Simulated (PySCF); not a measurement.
# C₅H₃F₃S₂: runs on many settings, part 2 of 2

PySCF 2.14.0. Atoms count from 0. The steps go on from the part before.

### 6 Spin-spin couplings: PBE/STO-3G

The job: settings as JSON, then the geometry in Å.

```
{"job": {"kind": "j", "xc": "PBE", "basis": "STO-3G"}, "charge": 0, "multiplicity": 1}
F      3.503962    -0.431732     0.507654
C      2.265992    -0.084761     0.180884
F      1.946687     1.003716     0.885369
F      2.269313     0.279918    -1.104764
S      1.107273    -1.464725     0.490490
C     -0.358627    -0.586109     0.004999
C     -1.155320     0.162759     0.905513
C     -2.206507     0.740845     0.276828
S     -2.241803     0.378587    -1.406000
C     -0.823660    -0.567099    -1.274729
H     -0.936685     0.257041     1.952612
H     -2.971287     1.362026     0.697311
H     -0.403725    -1.049979    -2.133895
```

With the program's defaults for keys left out, this is: PBE/STO-3G indirect spin-spin coupling, non-relativistic, gas phase.

The program printed:

```text
coarse grid: 13800 points
cycle   1  E = -1271.7238913721  dE =  1.568e+00  |g| = 7.973e-01  |ddm| = 5.499e+00
cycle   2  E = -1271.4761845071  dE =  2.477e-01  |g| = 1.230e+00  |ddm| = 2.607e+00
cycle   3  E = -1271.9189699317  dE = -4.428e-01  |g| = 1.326e-01  |ddm| = 1.683e+00
cycle   4  E = -1271.9228671426  dE = -3.897e-03  |g| = 7.919e-02  |ddm| = 2.904e-01
cycle   5  E = -1271.9249310756  dE = -2.064e-03  |g| = 1.597e-02  |ddm| = 1.289e-01
cycle   6  E = -1271.9250130595  dE = -8.198e-05  |g| = 6.937e-03  |ddm| = 3.346e-02
cycle   7  E = -1271.9250279465  dE = -1.489e-05  |g| = 2.473e-03  |ddm| = 1.349e-02
cycle   8  E = -1271.9250302796  dE = -2.333e-06  |g| = 3.097e-04  |ddm| = 4.486e-03
final grid: 130464 points
cycle   9  E = -1271.8473360045  dE =  2.011e-05  |g| = 1.197e-02  |ddm| = 3.021e-02
cycle  10  E = -1271.8472154287  dE =  1.206e-04  |g| = 2.142e-02  |ddm| = 5.287e-02
cycle  11  E = -1271.8473827114  dE = -1.673e-04  |g| = 3.101e-03  |ddm| = 3.749e-02
cycle  12  E = -1271.8473861806  dE = -3.469e-06  |g| = 5.584e-04  |ddm| = 4.983e-03
cycle  13  E = -1271.8473862852  dE = -1.046e-07  |g| = 1.155e-04  |ddm| = 9.307e-04
cycle  14  E = -1271.8473862893  dE = -4.131e-09  |g| = 4.248e-05  |ddm| = 2.389e-04
cycle  15  E = -1271.8473862898  dE = -4.843e-10  |g| = 2.287e-05  |ddm| = 9.094e-05
converged SCF energy = -1271.8473862898

Indirect spin-spin couplings (Hz)
  i      j    bonds     total        FC       PSO       DSO        SD
  0 F    1 C    1   -271.112  -246.413   -27.228     1.985     0.543
  0 F    2 F    2      5.571   -31.908    -3.023     0.602    39.900
  0 F    3 F    2      3.689   -31.949    -4.552     0.600    39.590
  0 F    4 S    2     -3.758    -0.693    -4.873     0.037     1.770
  0 F    5 C    3     -0.787    -0.645     0.362    -0.235    -0.268
  0 F    6 C    4      0.292     0.103     0.284    -0.193     0.098
  0 F    7 C    5     -0.194     0.020     0.122    -0.218    -0.119
  0 F    8 S    5     -0.195    -0.003    -0.160    -0.063     0.031
  0 F    9 C    4      0.982     0.224     0.387    -0.200     0.570
  0 F   11 H    6     -0.407     0.018     0.437    -0.858    -0.004
  1 C    2 F    1   -274.503  -249.363   -27.705     2.012     0.554
  1 C    3 F    1   -273.761  -248.650   -27.679     2.008     0.560
  1 C   12 H    4     -0.519    -0.647     0.013     0.115         -
  2 F    3 F    2    -13.001   -32.462   -20.614     0.781    39.295
  2 F    4 S    2      5.260    -1.471     1.739     0.040     4.952
  2 F    5 C    3     -0.141    -0.550     0.232     0.356    -0.179
  2 F    9 C    4      0.779     0.218     0.228     0.003     0.329
  2 F   10 H    5      0.193    -0.084    -0.884     1.105     0.056
  2 F   11 H    6     -0.405     0.019    -0.179    -0.254     0.009
  3 F    4 S    2      6.453    -1.448     2.684     0.040     5.176
  3 F    5 C    3     -0.108    -0.541     0.257     0.321    -0.145
  3 F    6 C    4      0.416     0.151     0.236    -0.031     0.060
  3 F    7 C    5     -0.207    -0.055    -0.004    -0.072    -0.076
  3 F    9 C    4      0.405     0.136    -0.363     0.308     0.324
  3 F   11 H    6     -0.493    -0.001     0.196    -0.670    -0.018
  3 F   12 H    5      0.166    -0.129    -0.892     1.158     0.029
  4 S   10 H    3     -0.174    -0.177    -0.034     0.037         -
  4 S   12 H    3     -0.301    -0.297    -0.037     0.033         -
  5 C   10 H    2     -0.151     0.553    -0.667    -0.037         -
  5 C   11 H    3      5.893     6.354    -0.051    -0.411         -
  5 C   12 H    2     -1.240    -0.061    -1.048    -0.132         -
  6 C   10 H    1    132.994   131.950    -0.246     1.290         -
  6 C   11 H    2     -1.430    -0.026    -1.048    -0.356         -
  6 C   12 H    3      4.691     5.227    -0.073    -0.464         -
  7 C   10 H    2     -0.076     1.341    -1.122    -0.295         -
  7 C   11 H    1    138.581   138.106    -0.725     1.200         -
  7 C   12 H    3      2.220     2.901    -0.170    -0.511         -
  8 S   10 H    3     -0.117     0.142    -0.129    -0.130         -
  8 S   11 H    2      2.795     3.881    -1.021    -0.066         -
  8 S   12 H    2      2.806     3.858    -0.996    -0.057         -
  9 C   10 H    3      5.261     5.752    -0.048    -0.443         -
  9 C   11 H    3      1.603     2.290    -0.172    -0.515         -
  9 C   12 H    1    141.216   140.610    -0.758     1.363         -
 10 H   11 H    3      2.524     3.329    -0.145    -0.660         -
 10 H   12 H    4     -0.879     0.846     0.252    -1.977         -
 11 H   12 H    4     -0.516     1.491     0.179    -2.186         -
```

It took 13 s on 1 thread of Arm Neoverse V1, shared host; peak memory 0.43 GiB.

This basis has no tight s functions, so the Fermi-contact terms are rough.

This run: J(F0,C1) -273.1 Hz, J(C9,H12) 141.2 Hz, J(C7,H11) 138.6 Hz (means over like pairs).

### 7 Comparing the runs: spin-spin couplings

Couplings (Hz), each a mean over the pairs like the one named, with basis size and wall time:

| run | F0–C1 | F0–F2 | C9–H12 | C7–H11 | C6–H10 | F0–S4 | C5–H11 | functions | time |
| --- | --- | --- | --- | --- | --- | --- | --- | --- | --- |
| B97-2/def2-SVP | -428.3 | 319.7 | 251.9 | 247.6 | 231.6 | 14.6 | 12.2 | 163 | 43 s |
| revPBE/def2-SVP | -537.5 | 211.3 | 257.8 | 252.4 | 237.2 | 10.3 | 12.6 | 163 | 45 s |
| PBE/STO-3G | -273.1 | -1.2 | 141.2 | 138.6 | 133.0 | 2.7 | 5.9 | 61 | 13 s |

### 8 Comparing the runs: NMR shifts

Isotropic shieldings (ppm) of some atoms, chosen among heavy atoms and hydrogens apart, means over like atoms, with basis size and wall time:

| run | C9 | C7 | H12 | H11 | F0 | S8 | S4 | functions | time |
| --- | --- | --- | --- | --- | --- | --- | --- | --- | --- |
| KT2/6-31G* | 75.1 | 82.8 | 25.21 | 25.57 | 228.8 | 341 | 439 | 154 | 44 s |
| PBE0/6-31G in chloroform | 62.3 | 71.0 | 24.96 | 25.43 | 236.5 | 345 | 459 | 104 | 14 s |

### 9 Outcome

The summary covers parts 1 to 2.

| quantity | value |
| --- | --- |
| largest coupling of the table (B97-2/def2-SVP) | ¹J(F,C) F0–C1, -428.3 Hz |
| ¹³C shifts against TMS (KT2/6-31G*) | 132.8, 119.6, 116.8, 111.9, 109.9 ppm |
| ¹H shifts against TMS (KT2/6-31G*) | 7.17, 7.13, 6.81 ppm |
| ¹⁹F shifts against CFCl3 (KT2/6-31G*, means over atoms taken as alike) | -76.7 ppm |
| shieldings of S (KT2/6-31G*) | S8 340.9, S4 439.2 ppm |
| surface potential, 1st and 99th percentile | -0.54 V and 1.31 V |
| range of J(F0,C1), mean over like pairs | -537.5 to -273.1 Hz |
| range of the shielding of S4 | 439 to 459 ppm |
| property runs in this session | 5, of which 0 failed and 1 gave unsound results |

What this shows: Single values in the summary come from the first run of each kind that ended normally (B97-2/def2-SVP; KT2/6-31G*), which need not be the best level. Of the pairs tabulated at B97-2/def2-SVP, F0–C1 (mean over like pairs) couples most strongly (-428.3 Hz; Fermi contact -402.1 Hz). Couplings across rotatable bonds belong to this one conformer; where others are populated, the observed values are averages. Density functionals describe couplings to fluorine poorly, F–F couplings above all, so those rows are rough. At KT2/6-31G*: The largest span, 415 ppm, is at S4, where the paramagnetic term is -617 ppm. NICS(1)zz of -26 ppm above the planar ring from C5 marks a diatropic (aromatic) ring current. At KT2/6-31G*, counted by nearest atom on the grid, the HOMO lies on C7, C9 about 30 % each; C5, C6 about 12 % each, the LUMO on C9 26 %; S8 19 %. The coupling F0–C1, as a mean over pairs of its kind, runs from -537.5 Hz (revPBE/def2-SVP) to -273.1 Hz (PBE/STO-3G). Across the 2 runs the shielding of S4 moves most, between 439 (KT2/6-31G*) and 459 ppm (PBE0/6-31G in chloroform). Couplings from bases without tight functions are rough.
